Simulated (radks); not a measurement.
# The Coulomb parameter U of the 4d shell of Nb⁺

Aim: U as the second difference [E(n + 0.5) + E(n − 0.5) − 2E(n)]/0.5², with all orbitals relaxed. Bare: the atom's charge changes with n. Screened: the 5s shell takes up the change. The start is a model configuration, not necessarily the ground state.

Program: radks (a radial shooting solver on a logarithmic mesh, Libxc functionals) version 1. Level of theory: Dirac Kohn-Sham, PBE, spin-unpolarised, spherical densities, point nucleus; open shells are shared between the two j in proportion to 2j + 1. These are calculated values, not measurements, unless marked.

## (1) Starting point

| Quantity | Value |
| --- | --- |
| element | niobium (Z = 41) |
| charge | +1 |
| electrons | 40 |
| configuration | [Kr] 4d2.5 5s1.5 |

## (2) Start: [Kr] 4d2.5 5s1.5

Input:

```text
Z 41
configuration [Kr] 4d2.5 5s1.5
relativity Dirac
functional pbe,pbe
spin unpolarised
j_filling average
nucleus point
c 137.035999084
```

Command:

```bash
$ python run_ks.py task.json out
```

The same process makes all the runs of this session.

## (3) Bare +0.5: [Kr] 4d3 5s1.5

Changes since step 2:

```diff
@@ -1,3 +1,3 @@
 Z 41
-configuration [Kr] 4d2.5 5s1.5
+configuration [Kr] 4d3 5s1.5
 relativity Dirac
```

## (4) Bare -0.5: [Kr] 4d2 5s1.5

Changes since step 3:

```diff
@@ -1,3 +1,3 @@
 Z 41
-configuration [Kr] 4d3 5s1.5
+configuration [Kr] 4d2 5s1.5
 relativity Dirac
```

## (5) Screened +0.5: [Kr] 4d3 5s1

Changes since step 4:

```diff
@@ -1,3 +1,3 @@
 Z 41
-configuration [Kr] 4d2 5s1.5
+configuration [Kr] 4d3 5s1
 relativity Dirac
```

## (6) Screened -0.5: [Kr] 4d2 5s2

Changes since step 5:

```diff
@@ -1,3 +1,3 @@
 Z 41
-configuration [Kr] 4d3 5s1
+configuration [Kr] 4d2 5s2
 relativity Dirac
```

Before running it: what results should come out?

**Answer**, as computed:

```csv
quantity,value (eV)
"U, bare",9.812
"U, screened by 5s",1.210
```

What this shows: Letting 5s compensate leaves 12 % of the bare value; this second difference measures U(4d,4d) + U(5s,5s) − 2U(4d,5s). A solid screens further than the bare atom, so the bare value is an upper guide for the U of a crystal.
